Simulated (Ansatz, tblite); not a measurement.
# The cluster Te₆Mo₃: rung by rung

Aim: run the singlet of the cluster Te₆Mo₃ at one geometry on many levels, and compare frontier levels, spin and run time.

The runs use Ansatz 0.2.0, Gaussian basis; as each input shows.

Levels to be run: GFN1-xTB, GFN2-xTB, PBE-D4/def2-TZVP, r2SCAN-D4/def2-TZVP, r2SCANh-D4/def2-TZVP, LC-ωPBE/def2-TZVP, BHLYP-D4/def2-TZVP, PBE-D4/def2-SVP, PBE0-D4/def2-SVP, CCSD(T)/def2-SVP, MP2/def2-TZVP, RPA/def2-TZVP.

### 1 The structure

The geometry is that of the singlet, from an earlier relaxation (PBE-D4/def2-SVP).

9 atoms, charge 0, spin multiplicity 1.

Bond lengths: Mo1–Te4 2.654 Å, Mo1–Te5 2.656 Å, Mo1–Te6 2.713 Å, Mo1–Te8 2.983 Å, Mo2–Te6 2.673 Å, Mo2–Te7 2.664 Å, Mo2–Te8 2.679 Å, Mo3–Te5 2.623 Å, Mo3–Te6 2.782 Å, Mo3–Te7 2.640 Å, Mo3–Te9 2.502 Å, Te4–Te8 2.853 Å. Angles: Te4–Mo1–Te5 99.5°, Te4–Mo1–Te6 145.3°, Te4–Mo1–Te8 60.5°, Te5–Mo1–Te6 113.7°, Te5–Mo1–Te8 139.2°, Te6–Mo1–Te8 97.0°, Te6–Mo2–Te7 111.5°, Te6–Mo2–Te8 105.8°, Te7–Mo2–Te8 140.7°, Te5–Mo3–Te6 112.5°, Te5–Mo3–Te7 108.1°, Te5–Mo3–Te9 114.9°, Te6–Mo3–Te7 108.9°, Te6–Mo3–Te9 94.6°, Te7–Mo3–Te9 117.2°, Mo1–Te4–Te8 65.5°, Mo1–Te5–Mo3 61.9°, Mo1–Te6–Mo2 51.0° and more.

Mo, Te take a core potential in the def2 sets. No spin-orbit coupling is included.

PBE0-D4/def2-TZVP was run before; its log isn't repeated, and its numbers join the tables.

### 2 GFN1-xTB

Tight binding, by tblite at 300 K electronic temperature and without a spin-polarisation term:

```python
tblite.interface.Calculator('GFN1-xTB', numbers, positions, charge=0, uhf=0).singlepoint()
```

Energy -796.0646 eV, HOMO -9.86 eV, LUMO -9.16 eV; 0.034 s.

### 3 GFN2-xTB

Tight binding, by tblite at 300 K electronic temperature and without a spin-polarisation term:

```python
tblite.interface.Calculator('GFN2-xTB', numbers, positions, charge=0, uhf=0).singlepoint()
```

Energy -685.8183 eV, HOMO -10.42 eV, LUMO -9.75 eV; 0.067 s.

### 4 PBE-D4/def2-TZVP

start.molden holds the orbitals of an earlier run on this state, given as this run's starting guess.

Contents of in.yaml:

```yaml
crystal:
  periodic: [false, false, false]
  atoms:
    - {symbol: Mo, position_ang: [-1.226464, -0.234336, -0.051813]}
    - {symbol: Mo, position_ang: [0.208416, 1.583822, 0.100652]}
    - {symbol: Mo, position_ang: [1.410472, -0.831659, -0.309261]}
    - {symbol: Te, position_ang: [-3.460534, -0.020811, 1.365733]}
    - {symbol: Te, position_ang: [-0.162165, -2.363405, 1.126518]}
    - {symbol: Te, position_ang: [0.043208, 0.496050, -2.335674]}
    - {symbol: Te, position_ang: [2.503318, 0.954751, 1.298066]}
    - {symbol: Te, position_ang: [-2.253785, 2.470607, 0.673975]}
    - {symbol: Te, position_ang: [2.937513, -2.055019, -1.868185]}
basis:
  gaussian: {orbitals: def2-TZVP, fitting: {mean_field: def2-universal-jkfit}, initial_orbitals: start.molden}
hamiltonian: {xc: pbe, dispersion: d4}
scf: {omitted_lower_state_checks: [starts]}
output: {orbitals: {seedname: orbitals}}
```

Command:

```console
$ ansatz run in.yaml --threads 2 --pin off --events-out ev --progress --plain --max-ram 20480MiB --backend cuda --devices 0, --max-vram 18GiB
```

After this run come: r2SCAN-D4/def2-TZVP; r2SCANh-D4/def2-TZVP; LC-ωPBE/def2-TZVP; BHLYP-D4/def2-TZVP; PBE-D4/def2-SVP; PBE0-D4/def2-SVP; CCSD(T)/def2-SVP; MP2/def2-TZVP; RPA/def2-TZVP.

Before running them: what should the planned runs give, taken together? Wanted: gap in def2-TZVP, named functionals, smallest and largest; correlation energy, CCSD(T)/def2-SVP; correlation energy, MP2/def2-TZVP; binding an atom, functionals in def2-TZVP; PBE0 total energy, smallest basis above largest.

**Answer**, as computed:

| quantity | value |
| --- | --- |
| gap in def2-TZVP, named functionals, smallest and largest | 0.81 eV (PBE-D4), 5.85 eV (LC-ωPBE) |
| correlation energy, CCSD(T)/def2-SVP | -57.09 eV |
| correlation energy, MP2/def2-TZVP | -124.22 eV |
| binding an atom, functionals in def2-TZVP | 2.45 (LC-ωPBE) to 3.49 eV (PBE-D4) |
| PBE0 total energy, smallest basis above largest | 3.50 eV (def2-SVP, def2-TZVP) |

**Reading.** Over the named functionals in def2-TZVP the gap runs from 0.81 eV (PBE-D4) to 5.85 eV (LC-ωPBE); exact exchange widens it. Notes on CCSD(T)/def2-SVP and its Hartree-Fock reference, which MP2 shares: restricted state is unstable towards broken spin symmetry.
